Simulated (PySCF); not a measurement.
# C₂H₇F₂NSi₂: a tour of settings, part 2 of 2

PySCF 2.14.0. Atoms count from 0. The steps go on from the part before.

### 4 Indirect couplings: BLYP/pcSseg-1 in chloroform

The job: settings as JSON, then the geometry in Å.

```
{"job": {"kind": "j", "xc": "BLYP", "basis": "pcSseg-1", "solvent": "chloroform", "scf": {"guess": "huckel"}}, "charge": 0, "multiplicity": 1}
F      0.026335    -1.705210    -1.370631
C      0.093451    -1.327313    -0.031056
C     -1.192959    -0.588457     0.331248
Si    -1.037387     1.216243    -0.260518
N      0.694385     1.320838    -0.079312
Si     1.569630    -0.129975     0.195396
F      2.709114    -0.340467    -0.919279
H      0.174731    -2.272096     0.517695
H     -2.047224    -1.112751    -0.096516
H     -1.304495    -0.620988     1.415048
H     -1.670208     2.172370     0.650830
H     -1.450392     1.411540    -1.650870
H      1.169506     2.199110    -0.191258
H      2.264834    -0.223318     1.467056
```

With the program's defaults for keys left out, this is: BLYP/pcSseg-1 indirect spin-spin coupling, non-relativistic, IEF-PCM chloroform.

What it wrote:

```text
final grid: 118072 points
cycle   1  E = -904.9853339197  dE =  6.759e+00  |g| = 6.776e+00  |ddm| = 7.409e+00
cycle   2  E = -891.1342739140  dE =  1.385e+01  |g| = 8.571e+00  |ddm| = 2.468e+01
cycle   3  E = -913.3126030776  dE = -2.218e+01  |g| = 1.450e+00  |ddm| = 2.456e+01
cycle   4  E = -912.7507970227  dE =  5.618e-01  |g| = 2.171e+00  |ddm| = 3.940e+00
cycle   5  E = -913.8143172519  dE = -1.064e+00  |g| = 3.223e-01  |ddm| = 2.658e+00
cycle   6  E = -913.8256349321  dE = -1.132e-02  |g| = 2.198e-01  |ddm| = 4.304e-01
cycle   7  E = -913.8357676512  dE = -1.013e-02  |g| = 4.849e-02  |ddm| = 1.993e-01
cycle   8  E = -913.8361547818  dE = -3.871e-04  |g| = 2.294e-02  |ddm| = 6.348e-02
cycle   9  E = -913.8362780827  dE = -1.233e-04  |g| = 5.757e-03  |ddm| = 2.641e-02
cycle  10  E = -913.8362850540  dE = -6.971e-06  |g| = 2.657e-03  |ddm| = 7.550e-03
cycle  11  E = -913.8362863869  dE = -1.333e-06  |g| = 3.916e-04  |ddm| = 2.427e-03
cycle  12  E = -913.8362864093  dE = -2.239e-08  |g| = 1.915e-04  |ddm| = 4.197e-04
cycle  13  E = -913.8362864153  dE = -6.043e-09  |g| = 6.466e-05  |ddm| = 1.700e-04
cycle  14  E = -913.8362864161  dE = -8.142e-10  |g| = 1.528e-05  |ddm| = 6.356e-05
converged SCF energy = -913.8362864161

Indirect spin-spin couplings (Hz)
  i      j    bonds     total        FC       PSO       DSO        SD
  0 F    1 C    1   -199.989  -263.982    38.895     1.011    24.087
  0 F    2 C    2     23.926    24.270    -1.398     0.109     0.945
  0 F    3 Si   3      0.227    -0.283     0.447    -0.015     0.080
  0 F    4 N    3     -0.145    -0.234    -0.139     0.009     0.219
  0 F    5 Si   2    -21.358   -27.270     7.179    -0.087    -1.180
  0 F    6 F    3     -4.792    -4.671    -1.757     0.339     1.296
  0 F    7 H    2     52.284    44.571    11.235    -0.430    -3.092
  0 F    8 H    3     20.429    19.289     0.957     0.551    -0.368
  0 F    9 H    3     46.400    47.824     0.415    -1.664    -0.175
  0 F   10 H    4     -0.678    -0.175     0.999    -1.392    -0.111
  0 F   11 H    4      0.458     0.399    -0.367     0.418     0.008
  0 F   12 H    4      0.177     0.192     1.349    -1.399     0.035
  0 F   13 H    3      6.101     7.081     0.553    -1.617     0.084
  1 C    2 C    1     40.916    41.822    -1.215     0.309         -
  1 C    3 Si   2      0.398     0.011     0.323    -0.039     0.104
  1 C    4 N    2     -5.069    -5.132     0.094    -0.028    -0.003
  1 C    5 Si   1    -85.167   -84.383     1.065    -0.178    -1.671
  1 C    6 F    2      7.228     7.444    -2.036    -0.065     1.884
  1 C    7 H    1    160.670   159.588    -0.236     1.317         -
  1 C    8 H    2     -4.114    -4.139    -0.074     0.099         -
  1 C    9 H    2      3.219     3.095    -0.065     0.189         -
  1 C   10 H    3      2.546     2.732     0.119    -0.305         -
  1 C   11 H    3     -0.389    -0.310     0.012    -0.091         -
  1 C   12 H    3      5.761     5.950     0.286    -0.474         -
  1 C   13 H    2     19.495    19.689    -0.113    -0.081         -
  2 C    3 Si   1    -62.498   -62.367     1.583    -0.120    -1.594
  2 C    4 N    2     -2.528    -2.602     0.091    -0.020     0.004
  2 C    5 Si   2     -8.183    -8.425     0.198    -0.040     0.084
  2 C    6 F    3     -0.259     0.532    -0.433    -0.309    -0.049
  2 C    7 H    2     -0.768    -0.698    -0.076     0.006         -
  2 C    8 H    1    145.310   142.956     1.332     1.022         -
  2 C    9 H    1    140.174   137.632     1.520     1.023         -
  2 C   10 H    2      4.512     4.722    -0.051    -0.158         -
  2 C   11 H    2      6.034     6.254    -0.062    -0.159         -
  2 C   12 H    3      5.183     5.328     0.364    -0.510         -
  2 C   13 H    3      1.041     1.112     0.074    -0.145         -
  3 Si   4 N    1     14.341    16.285    -2.376     0.054     0.378
  3 Si   5 Si   2     14.218    14.642    -0.429     0.002     0.004
  3 Si   6 F    3      1.886     0.829     0.651     0.199     0.206
  3 Si   7 H    3    -12.704   -12.739    -0.223     0.275    -0.017
  3 Si   8 H    2      0.982     1.039     0.130     0.050    -0.237
  3 Si   9 H    2      3.732     3.575     0.241     0.030    -0.115
  3 Si  10 H    1   -215.321  -215.553     0.971    -0.319    -0.420
  3 Si  11 H    1   -218.650  -218.911     1.045    -0.335    -0.450
  3 Si  12 H    2     -0.724    -1.294     0.471     0.282    -0.183
  3 Si  13 H    3     -4.228    -4.416    -0.065     0.237     0.017
  4 N    5 Si   1     18.655    22.015    -3.644     0.067     0.217
  4 N    6 F    2     -6.103    -5.961     1.074     0.048    -1.264
  4 N    7 H    3     -2.249    -2.324    -0.083     0.149     0.009
  4 N    8 H    3     -1.964    -2.013    -0.104     0.146     0.008
  4 N    9 H    3     -0.047    -0.016    -0.037     0.011    -0.005
  4 N   10 H    2     -3.552    -3.645     0.040     0.053    -0.000
  4 N   11 H    2     -3.382    -3.453     0.008     0.066    -0.004
  4 N   12 H    1    -78.306   -74.157    -3.132    -0.493    -0.524
  4 N   13 H    2     -6.081    -6.293     0.118     0.098    -0.004
  5 Si   6 F    1    381.886   313.039    75.903    -0.373    -6.683
  5 Si   7 H    2     -5.552    -5.330    -0.009    -0.029    -0.184
  5 Si   8 H    3    -13.000   -13.032    -0.202     0.242    -0.008
  5 Si   9 H    3      0.538     0.444     0.096    -0.052     0.051
  5 Si  10 H    3     -6.369    -6.506    -0.078     0.211     0.004
  5 Si  11 H    3     -0.762    -0.993     0.024     0.167     0.041
  5 Si  12 H    2      0.218    -0.885     0.906     0.222    -0.025
  5 Si  13 H    1   -258.053  -258.364     1.361    -0.516    -0.535
  6 F    7 H    3     -1.214    -0.471    -0.024    -0.887     0.168
  6 F    8 H    4      1.999     2.642     0.658    -1.315     0.015
  6 F    9 H    4     -1.833    -0.665     0.344    -1.441    -0.071
  6 F   10 H    4      6.189     7.020     0.464    -1.335     0.040
  6 F   12 H    3     -3.305    -3.400     0.174    -0.420     0.340
  6 F   13 H    2     75.099    78.502    -1.784    -1.089    -0.530
  7 H    8 H    3      2.337     2.246     0.462    -0.371         -
  7 H    9 H    3      3.477     3.150    -0.233     0.560         -
  7 H   12 H    4      0.279     0.855     1.626    -2.203         -
  7 H   13 H    3     -0.792    -0.797    -0.111     0.115         -
  8 H    9 H    2    -13.453   -13.867     2.136    -1.721         -
  8 H   10 H    3     -0.793    -0.314     0.631    -1.111         -
  8 H   11 H    3      0.723     0.761    -0.084     0.046         -
  8 H   12 H    4      0.244     0.785     1.618    -2.159         -
  8 H   13 H    4     -0.346     0.067     1.045    -1.458         -
  9 H   10 H    3      2.226     2.180    -0.217     0.262         -
  9 H   11 H    3      3.489     4.395     1.236    -2.142         -
  9 H   12 H    4     -0.796    -0.408     1.326    -1.714         -
  9 H   13 H    4      0.180     0.161    -0.205     0.224         -
 10 H   11 H    2     19.686    20.967     0.833    -2.114         -
 10 H   12 H    3      0.101     0.290     0.356    -0.546         -
 10 H   13 H    4     -0.497    -0.137     0.391    -0.750         -
 11 H   12 H    3     -0.915    -0.571     0.609    -0.953         -
 11 H   13 H    4      0.709     1.509     0.868    -1.667         -
 12 H   13 H    3     -0.949    -0.493     0.606    -1.061         -
```

It took 62 s on 1 thread, shared host.

This basis has no tight s functions, so the Fermi-contact terms are rough.

Couplings of 1 Hz or more, nine at most for each number of bonds (isotopes 13C, 19F, 1H, 15N, 29Si):

| pair | bonds | J (Hz) | Fermi contact (Hz) | dihedral (°) |
| --- | --- | --- | --- | --- |
| Si5–F6 | 1 | 381.9 | 313.0 | – |
| Si5–H13 | 1 | -258.1 | -258.4 | – |
| Si3–H11 | 1 | -218.7 | -218.9 | – |
| Si3–H10 | 1 | -215.3 | -215.6 | – |
| F0–C1 | 1 | -200.0 | -264.0 | – |
| C1–H7 | 1 | 160.7 | 159.6 | – |
| C2–H8 | 1 | 145.3 | 143.0 | – |
| C2–H9 | 1 | 140.2 | 137.6 | – |
| C1–Si5 | 1 | -85.2 | -84.4 | – |
| F6–H13 | 2 | 75.1 | 78.5 | – |
| F0–H7 | 2 | 52.3 | 44.6 | – |
| F0–C2 | 2 | 23.9 | 24.3 | – |
| F0–Si5 | 2 | -21.4 | -27.3 | – |
| H10–H11 | 2 | 19.7 | 21.0 | – |
| C1–H13 | 2 | 19.5 | 19.7 | – |
| Si3–Si5 | 2 | 14.2 | 14.6 | – |
| H8–H9 | 2 | -13.5 | -13.9 | – |
| C2–Si5 | 2 | -8.2 | -8.4 | – |
| F0–H9 | 3 | 46.4 | 47.8 | 160 |
| F0–H8 | 3 | 20.4 | 19.3 | 43 |
| Si5–H8 | 3 | -13.0 | -13.0 | 161 |
| Si3–H7 | 3 | -12.7 | -12.7 | 164 |
| Si5–H10 | 3 | -6.4 | -6.5 | 129 |
| F0–H13 | 3 | 6.1 | 7.1 | -146 |
| C1–H12 | 3 | 5.8 | 6.0 | -170 |
| C2–H12 | 3 | 5.2 | 5.3 | -172 |
| F0–F6 | 3 | -4.8 | -4.7 | -25 |
| F6–H10 | 4 | 6.2 | 7.0 | – |
| F6–H8 | 4 | 2.0 | 2.6 | – |
| F6–H9 | 4 | -1.8 | -0.7 | – |

The spin-dipole term was solved for some atoms only; pairs without it lack that part.

Quadrupole couplings from the field gradients of the same density:

| atom | isotope | eQq/h (MHz) | η |
| --- | --- | --- | --- |
| N4 | 14N | -3.279 | 0.42 |

Shifts (PBE0/pcSseg-1, scaled to CDCl3 for protons on carbon, raw for the others) and these couplings together give the proton spectrum at 300 MHz below.

1H NMR δ 5.21 (dd, J = 19.7, 3.5 Hz, 1H), 5.21 (dd, J = 75.1, 6.1 Hz, 1H), 4.93 (ddd, J = 19.7, 6.2, 2.2 Hz, 1H), 4.89 (m, 1H), 1.66 (m, 1H), 1.04 (m, 1H), 0.82 (br s, 1H).

### 5 TDDFT and polarisability: LC-wPBE/STO-3G

Settings changed since step 4:

```diff
@@ -1,2 +1,2 @@
-{"job": {"kind": "j", "xc": "BLYP", "basis": "pcSseg-1", "solvent": "chloroform", "scf": {"guess": "huckel"}}, "charge": 0, "multiplicity": 1}
+{"job": {"kind": "uv", "xc": "LC-wPBE", "basis": "STO-3G", "nstates": 1, "ntriplets": 5, "tda": false}, "charge": 0, "multiplicity": 1}
 F      0.026335    -1.705210    -1.370631
```

Level: TDDFT LC-wPBE/STO-3G, vertical, gas phase, core orbitals frozen in the response.

What it wrote:

```text
coarse grid: 13000 points
cycle   1  E = -902.1067285623  dE =  7.752e-01  |g| = 6.716e-01  |ddm| = 4.604e+00
cycle   2  E = -902.2400571649  dE = -1.333e-01  |g| = 4.182e-01  |ddm| = 1.662e+00
cycle   3  E = -902.2926019549  dE = -5.254e-02  |g| = 3.483e-02  |ddm| = 5.907e-01
cycle   4  E = -902.2931519469  dE = -5.500e-04  |g| = 1.265e-02  |ddm| = 7.665e-02
cycle   5  E = -902.2932178889  dE = -6.594e-05  |g| = 2.207e-03  |ddm| = 2.499e-02
cycle   6  E = -902.2932203194  dE = -2.430e-06  |g| = 5.695e-04  |ddm| = 4.642e-03
final grid: 118072 points
cycle   7  E = -902.2226162893  dE = -2.574e-05  |g| = 4.038e-03  |ddm| = 1.718e-02
cycle   8  E = -902.2226196912  dE = -3.402e-06  |g| = 2.592e-03  |ddm| = 8.937e-03
cycle   9  E = -902.2226216636  dE = -1.972e-06  |g| = 1.749e-04  |ddm| = 3.454e-03
cycle  10  E = -902.2226216838  dE = -2.014e-08  |g| = 6.273e-05  |ddm| = 4.818e-04
cycle  11  E = -902.2226216861  dE = -2.339e-09  |g| = 1.356e-05  |ddm| = 1.703e-04
cycle  12  E = -902.2226216862  dE = -1.110e-10  |g| = 4.055e-06  |ddm| = 3.341e-05
converged SCF energy = -902.2226216862

Static polarisability (au): isotropic 35.424, principal 30.085 34.888 41.299

Singlet excitations
state   eV       nm        f      main configurations
  1   9.5836    129.4   0.00044   H->L 0.69, H-1->L 0.23

Triplet excitations (Tamm-Dancoff, eV): 8.3406 8.7386 9.3113 9.3317 9.5759
```

Run time: 20 s. Hardware: 1 thread, shared host.

Key values: HOMO -6.36 eV, LUMO 9.55 eV; lowest singlet 9.58 eV.

### 6 Comparing the runs: electronic excitations

Excitations and ground-state properties, with basis size and wall time:

```csv
run,lowest singlet (eV),brightest (eV),f,gap (eV),α (Å³),μ (D),functions,time
PBE0/def2-SVPD,6.43,7.67,0.019,7.77,11.47,3.04,210,80 s
LC-wPBE/STO-3G,9.58,9.58,0.000,15.91,5.25,1.72,50,20 s
```

### 7 Results

What follows sums up all 2 parts.

| quantity | value |
| --- | --- |
| 13C shifts against TMS (PBE0/pcSseg-1) | 86.0, 18.8 ppm |
| 1H shifts against TMS (PBE0/pcSseg-1) | 5.21, 5.21, 5.08, 4.93, 1.65, 0.99, 0.82 ppm |
| 19F shifts against CFCl3 (PBE0/pcSseg-1) | -170.4, -243.1 ppm |
| 29Si shifts against TMS (PBE0/pcSseg-1) | -7.5, -25.8 ppm |
| 15N shifts against NH3 (PBE0/pcSseg-1) | 34.9 ppm |
| surface potential, 1st and 99th percentile | -1.27 V and 1.71 V |
| lowest singlet (PBE0/def2-SVPD) | 6.43 eV (193 nm), f = 0.008 |
| brightest single state of those computed | state 6, 7.67 eV, f = 0.019 |
| lowest triplet | 6.11 eV |
| largest coupling of the table (BLYP/pcSseg-1) | 1J(Si,F) Si5–F6, 381.9 Hz |
| range of the lowest singlet | 6.43 to 9.58 eV |
| property runs in this session | 4, of which 0 failed and 1 gave unsound results |

What this shows: Single values in the summary come from the first run of each kind that ended normally (PBE0/pcSseg-1; PBE0/def2-SVPD; BLYP/pcSseg-1), which need not be the best level. The most deshielded carbon is C1 (sp3 CH bonded to F and Si), at 86.0 ppm: deshielded by the electronegative neighbour. At PBE0/pcSseg-1: The widest tensor belongs to F0: span 117 ppm, with a paramagnetic part of -61 ppm. The first singlet state (HOMO→LUMO 0.96) lies at 6.43 eV and is weak; of the 6 states computed, the strongest absorption comes from state 6 at 7.67 eV (the last computed, so partners may be missing). The lowest triplet lies 0.32 eV below the lowest singlet (triplets in Tamm-Dancoff, singlets in full TDDFT). Of the pairs tabulated at BLYP/pcSseg-1, Si5–F6 couples most strongly (381.9 Hz; Fermi contact 313.0 Hz). Couplings across rotatable bonds belong to this one conformer; where others are populated, the observed values are averages. Density functionals describe couplings to fluorine poorly, F–F couplings above all, so those rows are rough. The lowest singlet runs from 6.43 eV (PBE0/def2-SVPD) to 9.58 eV (LC-wPBE/STO-3G), while the orbital gap spans 7.77 to 15.91 eV. A minimal basis can't describe excited states, so its value is no measure of the functional. The lowest state need not be the same one in every run. The runs solved for a few states only, so the brightest column depends on that window. Couplings from bases without tight functions are rough.
